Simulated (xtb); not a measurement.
# GFN2-xTB run of C3H6Ge (SMILES C=C=[CH][GeH3])

We compute a structure relaxation of C3H6Ge. 

Program for the calculation: xtb 6.7.1.

4 further runs of the same task are left out: 4 set aside as unsound or not needed.

## (1) Starting point

C3H6Ge: 10 atoms, total charge 0, spin state singlet. As SMILES, `C=C=[CH][GeH3]`. All atoms were displaced at random from a relaxed shape. The run starts from this shape.

Bond lengths: C1–C2 1.285 Å, C2–C3 1.361 Å, C3–Ge4 1.859 Å, C1–H5 1.098 Å, C1–H6 1.157 Å, C3–H7 1.085 Å, Ge4–H8 1.392 Å, Ge4–H9 1.639 Å, Ge4–H10 1.563 Å. Some angles: C1–C2–C3 170.5°, C2–C3–Ge4 124.7°, C2–C1–H5 129.0°, C2–C1–H6 119.9°, C2–C3–H7 112.7°, Ge4–C3–H7 122.4°, C3–Ge4–H8 118.3°, C3–Ge4–H9 114.3°, C3–Ge4–H10 111.8°, H5–C1–H6 110.4°.

## (2) A structure relaxation at GFN2-xTB

input.xyz

```xyz
10

C     -1.05051     1.79538    -0.95202
C     -0.80961     0.57199    -0.64308
C     -0.49396    -0.64168    -0.11506
Ge     1.04047    -0.99991     0.87054
H     -1.68404     2.52691    -0.43294
H     -0.72331     2.20438    -1.98377
H     -1.20195    -1.41605    -0.39099
H      1.91053     0.05228     1.14101
H      2.01902    -2.13415     0.20612
H      0.70942    -1.72069     2.21749
```

Started as:

```
$ xtb input.xyz --gfn 2 --opt vtight > input.out 2> xtb.err
```

What values should one expect? Wanted: total energy at the end; dipole moment; HOMO energy; LUMO energy; HOMO–LUMO gap; dispersion energy; mean polarisability.

Answer, from the run:

Level: GFN2-xTB.

| quantity | value |
| --- | --- |
| total energy at the end | -11.31382 Eh |
| dipole moment | 0.78 D |
| HOMO energy | -10.57 eV |
| LUMO energy | -5.68 eV |
| HOMO–LUMO gap | 4.89 eV |
| dispersion energy | -13.36 kJ/mol |
| mean polarisability (D4 model) | 66.3 bohr³ |

In words: At the final geometry: Bond lengths: C1–C2 1.295 Å, C2–C3 1.297 Å, C3–Ge4 1.945 Å, C1–H5 1.078 Å, C1–H6 1.078 Å, C3–H7 1.084 Å, Ge4–H8 1.492 Å, Ge4–H9 1.497 Å, Ge4–H10 1.497 Å. Some angles: C1–C2–C3 178.0°, C2–C3–Ge4 124.0°, C2–C1–H5 121.7°, C2–C1–H6 121.7°, C2–C3–H7 119.6°, Ge4–C3–H7 116.4°, C3–Ge4–H8 111.5°, C3–Ge4–H9 110.5°, C3–Ge4–H10 110.4°, H5–C1–H6 116.6°. The optimisation took 14 steps and changed the energy by -0.586 eV. Mulliken charges run from -0.11 on C1 to +0.10 on Ge4.
